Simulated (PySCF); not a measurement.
# C5H9B2N: the cost of one run

Computed with PySCF 2.14.0, with density-fitted response routines of our own, on a single molecule in the gas phase. Atoms count from 0, in the outputs and in this text.

## 1. The molecule as given

17 atoms, charge 0, multiplicity 1; geometry from: GFN2-xTB.

Bonds of the start (Å): B0–N1 1.41, N1–C2 1.41, C2–C3 1.32, N1–B4 1.44, B4–C5 1.59, B4–C6 1.51, C6–C7 1.20, B0–H8 1.17, B0–H9 1.17, C2–H10 1.08, C3–H11 1.08, C3–H12 1.08, C5–H13 1.09, C5–H14 1.09, C5–H15 1.09, C7–H16 1.05.

## 2. TDDFT and polarisability: wB97X-D/def2-SVPD

Job settings and geometry (Å):

```
{"job": {"kind": "uv", "xc": "wB97X-D", "basis": "def2-SVPD", "nstates": 8, "ntriplets": 3}, "charge": 0, "multiplicity": 1}
B      1.036181     1.572035     0.490648
N      0.502779     0.369869    -0.029390
C      1.359512    -0.532127    -0.696496
C      2.554138    -0.894315    -0.260846
B     -0.884907     0.016549     0.067232
C     -1.427649    -1.358847    -0.510911
C     -1.873155     0.954395     0.727968
C     -2.724904     1.640347     1.232635
H      0.339103     2.293629     1.088581
H      2.157941     1.839664     0.287029
H      0.962200    -0.941792    -1.617071
H      3.167313    -1.578879    -0.819102
H      2.959158    -0.516501     0.662044
H     -2.439087    -1.578091    -0.177523
H     -1.452133    -1.331465    -1.601016
H     -0.793273    -2.199927    -0.234543
H     -3.450216     2.257488     1.679777
```

Level: TDDFT wB97X-D/def2-SVPD, vertical, gas phase, core orbitals frozen in the response.

Launch:

```
OMP_NUM_THREADS=1 python probes_run.py task.json out
```

One launch serves the whole session: the jobs run in the order shown.

**Question.** How long does this job take on 1 thread of Intel Xeon at 2.50GHz, shared host, and how much memory does it need?

About 2.1 min, with a peak of 1 GiB.
